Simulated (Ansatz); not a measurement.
**CH5NOSi: vertical ionisation energy**

One table from this session's results is given with a row withheld; the runs are named, their logs left out.

Computed with Ansatz 0.2.0, Gaussian basis. Level: unrestricted cation, the program's frozen cores in correlated methods.

The runs, in order: UKS PBE-D4/def2-TZVPP; UKS r2SCAN-D4/def2-TZVPP; UKS PBE0-D4/def2-TZVPP; UKS B3LYP-D4/def2-TZVPP; UKS wB97X-V/def2-TZVPP; UKS wB97M-V/def2-TZVPP; UKS B2PLYP/def2-TZVPP; UHF-CCSD(T)/def2-TZVPP; UHF-MP2/def2-QZVPP; extrapolation to the limit; then −ε(HOMO) from the neutral's earlier runs with LDA (SPW92), PBE-D4, revPBE-D4, BLYP-D4, r2SCAN-D4, B97M-V, PBE0-D4, B3LYP-D4, r2SCANh-D4, r2SCAN0-D4, HSE06-D4, BHLYP-D4, CAM-B3LYP-D4, LC-ωPBE, ωB97X-V, ωB97M-V.

**The geometry**

An earlier PBE0-D4 in a triple-zeta def2 set relaxation fixed the geometry.

SMILES `CO[Si]N`, 9 atoms, charge 0, spin multiplicity 1.

Atoms are counted from 1 here; the program's logs count them from 0.

Bond lengths: C1–O2 1.408 Å, C1–H5 1.093 Å, C1–H6 1.097 Å, C1–H7 1.093 Å, O2–Si3 1.660 Å, Si3–N4 1.705 Å, N4–H8 1.007 Å, N4–H9 1.010 Å. Angles: O2–C1–H5 109.6°, O2–C1–H6 112.1°, O2–C1–H7 109.6°, H5–C1–H6 108.4°, H5–C1–H7 108.5°, H6–C1–H7 108.4°, C1–O2–Si3 122.8°, O2–Si3–N4 97.4°, Si3–N4–H8 122.1°, Si3–N4–H9 124.6°, H8–N4–H9 113.2°.

Coordinates:

```mol
CH5NOSi
  3D, bonds by distance, orders not assigned

  9  8  0  0  0  0  0  0  0  0999 V2000
   -0.0398    0.5100   -1.6321 C   0  0
    0.1945    0.2683   -0.2654 O   0  0
   -0.6500   -0.8660    0.6042 Si  0  0
    0.1269   -0.6174    2.1012 N   0  0
   -0.3335    1.5532   -1.7752 H   0  0
   -0.8327   -0.1325   -2.0354 H   0  0
    0.8764    0.3263   -2.1996 H   0  0
   -0.1168   -1.1427    2.9246 H   0  0
    0.8635    0.0544    2.2606 H   0  0
  1  2  8  0
  2  3  8  0
  3  4  8  0
  1  5  8  0
  1  6  8  0
  1  7  8  0
  4  8  8  0
  4  9  8  0
M  END
```

Set-up of the first run:

Input file in.yaml:

```yaml
crystal:
  periodic: [false, false, false]
  atoms:
    - {symbol: C, position_ang: [-0.039754, 0.509975, -1.632099]}
    - {symbol: O, position_ang: [0.194524, 0.268279, -0.265428]}
    - {symbol: Si, position_ang: [-0.650007, -0.865998, 0.604230]}
    - {symbol: N, position_ang: [0.126860, -0.617412, 2.101208]}
    - {symbol: H, position_ang: [-0.333492, 1.553216, -1.775211]}
    - {symbol: H, position_ang: [-0.832710, -0.132463, -2.035414]}
    - {symbol: H, position_ang: [0.876383, 0.326266, -2.199606]}
    - {symbol: H, position_ang: [-0.116784, -1.142713, 2.924571]}
    - {symbol: H, position_ang: [0.863479, 0.054350, 2.260648]}
basis:
  gaussian: {orbitals: def2-TZVPP}
total_charge: 1
magnetization: {spin_polarized: true, initial_magnetization: 1}
hamiltonian: {xc: pbe, dispersion: d4}
```

Started as:

```
$ ansatz run in.yaml --threads 4 --pin off --events-out ev --progress --plain --max-ram 10444MiB
```

Steps of the session up to this table: Cation, UKS PBE-D4/def2-TZVPP; Cation, UKS r2SCAN-D4/def2-TZVPP; Cation, UKS PBE0-D4/def2-TZVPP; Cation, UKS B3LYP-D4/def2-TZVPP; Cation, UKS wB97X-V/def2-TZVPP; Cation, UKS wB97M-V/def2-TZVPP; Cation, UKS B2PLYP (frozen core)/def2-TZVPP; Cation, UHF-CCSD(T)/def2-TZVPP; Cation, UHF-MP2/def2-QZVPP.

One table of the session follows, with a row left open; its other results are not shown here.

For comparison, −ε(HOMO) of the neutral from earlier runs:

| functional | −ε(HOMO) (eV) |
| --- | --- |
| LDA (SPW92) | 5.50 |
| PBE-D4 | 5.40 |
| revPBE-D4 | 5.35 |
| BLYP-D4 | 5.28 |
| r2SCAN-D4 | 5.60 |
| B97M-V | 5.70 |
| PBE0-D4 | 6.53 |
| B3LYP-D4 | ? |
| r2SCANh-D4 | 6.02 |
| r2SCAN0-D4 | 6.66 |
| HSE06-D4 | 6.13 |
| BHLYP-D4 | 7.57 |
| CAM-B3LYP-D4 | 7.86 |
| LC-ωPBE | 9.14 |
| ωB97X-V | 8.83 |
| ωB97M-V | 8.69 |

Estimate the missing values for B3LYP-D4.

Worked estimate for «−ε(HOMO) (eV)». Against the share of exact exchange, BLYP-D4 (0, 5.28), BHLYP-D4 (0.5, 7.57) give a slope of 4.58 per unit share; at 0.2 the line stands at 6.20.

As computed: −ε(HOMO) (eV): 6.35. In «−ε(HOMO) (eV)» the line misses by -0.15.
